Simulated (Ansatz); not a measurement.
**C2H9BS: one species, many methods**

How much do the methods differ for C2H9BS? The plan is to run it at one geometry with functionals of several rungs and with coupled cluster. The yardstick is the atomisation energy at the CCSD(T) limit.

Program: Ansatz 0.2.0, Gaussian basis. Level of theory: functionals in def2-TZVPP, the program's frozen cores in correlated methods. These are calculated values, not measurements.

The runs, in order: LDA (SPW92), PBE-D4, revPBE-D4, BLYP-D4, r2SCAN-D4, B97M-V, PBE0-D4, B3LYP-D4, r2SCANh-D4, r2SCAN0-D4, HSE06-D4, BHLYP-D4, CAM-B3LYP-D4, LC-ωPBE, ωB97X-V, ωB97M-V, B2PLYP, PBE-QIDH; CCSD(T)/def2-SVP; CCSD(T)/def2-TZVPP; MP2/def2-QZVPP; extrapolation to the limit; RPA on PBE.

## Step 1: The geometry

All runs share one geometry, relaxed beforehand with PBE0-D4 in a triple-zeta def2 set.

SMILES `[BH3-][S+](C)C`, 13 atoms, charge 0, spin multiplicity 1.

Atoms are counted from 1 here; the program's logs count them from 0.

Bond lengths: B1–S2 1.924 Å, B1–H5 1.210 Å, B1–H6 1.212 Å, B1–H7 1.210 Å, S2–C3 1.789 Å, S2–C4 1.789 Å, C3–H8 1.090 Å, C3–H9 1.090 Å, C3–H10 1.089 Å, C4–H11 1.090 Å, C4–H12 1.090 Å, C4–H13 1.089 Å. Angles: S2–B1–H5 103.1°, S2–B1–H6 105.2°, S2–B1–H7 103.1°, H5–B1–H6 114.9°, H5–B1–H7 113.5°, H6–B1–H7 114.9°, B1–S2–C3 103.4°, B1–S2–C4 103.4°, C3–S2–C4 100.2°, S2–C3–H8 109.4°, S2–C3–H9 110.2°, S2–C3–H10 106.7°, H8–C3–H9 111.3°, H8–C3–H10 109.4°, H9–C3–H10 109.8°, S2–C4–H11 110.2°, S2–C4–H12 109.4°, S2–C4–H13 106.7° and more.

## Step 2: LDA

This LDA is Slater exchange with PW92 correlation.

in.yaml

```yaml
crystal:
  periodic: [false, false, false]
  atoms:
    - {symbol: B, position_ang: [-0.805773, 1.487485, -0.312357]}
    - {symbol: S, position_ang: [0.402491, 0.048682, -0.727591]}
    - {symbol: C, position_ang: [1.444736, -0.049987, 0.722800]}
    - {symbol: C, position_ang: [-0.600132, -1.414845, -0.498516]}
    - {symbol: H, position_ang: [-0.088248, 2.461476, -0.327267]}
    - {symbol: H, position_ang: [-1.269500, 1.210768, 0.772800]}
    - {symbol: H, position_ang: [-1.595829, 1.455538, -1.228054]}
    - {symbol: H, position_ang: [0.820237, -0.071675, 1.616433]}
    - {symbol: H, position_ang: [2.085525, -0.929903, 0.666396]}
    - {symbol: H, position_ang: [2.056426, 0.851443, 0.730992]}
    - {symbol: H, position_ang: [0.018671, -2.309430, -0.568149]}
    - {symbol: H, position_ang: [-1.107747, -1.358626, 0.464924]}
    - {symbol: H, position_ang: [-1.340459, -1.415725, -1.297712]}
basis:
  gaussian: {orbitals: def2-TZVPP}
hamiltonian: {xc: lda}
output: {orbitals: {seedname: orbitals}}
```

Launch:

```
ansatz run in.yaml --threads 4 --pin off --events-out ev --progress --plain --max-ram 10444MiB
```

The runs that follow: PBE-D4 (GGA); revPBE-D4 (GGA); BLYP-D4 (GGA); r2SCAN-D4 (meta-GGA); B97M-V (meta-GGA); PBE0-D4 (hybrid); B3LYP-D4 (hybrid); r2SCANh-D4 (hybrid); r2SCAN0-D4 (hybrid); HSE06-D4 (hybrid); BHLYP-D4 (hybrid); CAM-B3LYP-D4 (range-separated); LC-ωPBE (range-separated); ωB97X-V (range-separated); ωB97M-V (range-separated); B2PLYP (double hybrid); PBE-QIDH (double hybrid); CCSD(T) in def2-SVP; CCSD(T) in def2-TZVPP; MP2 in def2-QZVPP; RPA on PBE orbitals.

Before running them: what should the planned runs give, taken together? Wanted: atomisation energy, CCSD(T)/CBS; farthest beyond LDA; mean size of error, GGA; mean size of error, meta-GGA; mean size of error, hybrid; mean size of error, range-separated; mean size of error, double hybrid; gap, smallest and largest; T1 diagnostic.

As calculated:

| quantity | value |
| --- | --- |
| atomisation energy, CCSD(T)/CBS | 1076.7 kcal/mol |
| functionals within 5.4 kcal/mol (0.5 %) | revPBE-D4, BLYP-D4, B3LYP-D4, r2SCANh-D4, r2SCAN0-D4, LC-ωPBE, ωB97X-V, PBE-QIDH |
| farthest beyond LDA | PBE-D4 (+16.8 kcal/mol) |
| mean size of error, GGA | 7.6 kcal/mol |
| mean size of error, meta-GGA | 7.5 kcal/mol |
| mean size of error, hybrid | 6.7 kcal/mol |
| mean size of error, range-separated | 5.5 kcal/mol |
| mean size of error, double hybrid | 5.6 kcal/mol |
| gap, smallest and largest | 5.95 eV (LDA (SPW92)), 13.36 eV (LC-ωPBE) |
| T1 diagnostic | 0.0102 |
| triples share of the correlation energy | 3.9 % |

**Reading.** LDA overbinds by 141.9 kcal/mol (13 %). PBE-D4 misses by +16.8 kcal/mol. Double hybrids carry the basis error of their MP2 part in triple zeta, and no dispersion term here, so their miss is partly the set-up's. Taken by rung, range-separated functionals do best (5.5 kcal/mol on average) and GGA ones worst beyond LDA (7.6 kcal/mol). The gap between the best rungs is small, so their order is not settled. Misses under about 5.4 kcal/mol are within the doubt on the reference itself, which lacks core-valence correlation, relativity and higher excitations. Hartree-Fock recovers 76 % of the binding; the rest is correlation. CCSD(T) in def2-SVP is off by -52.2 kcal/mol, worse than the median functional, from the basis alone. The gap grows from 6.0 to 13.4 eV across the functionals, mostly with the share of exact exchange.
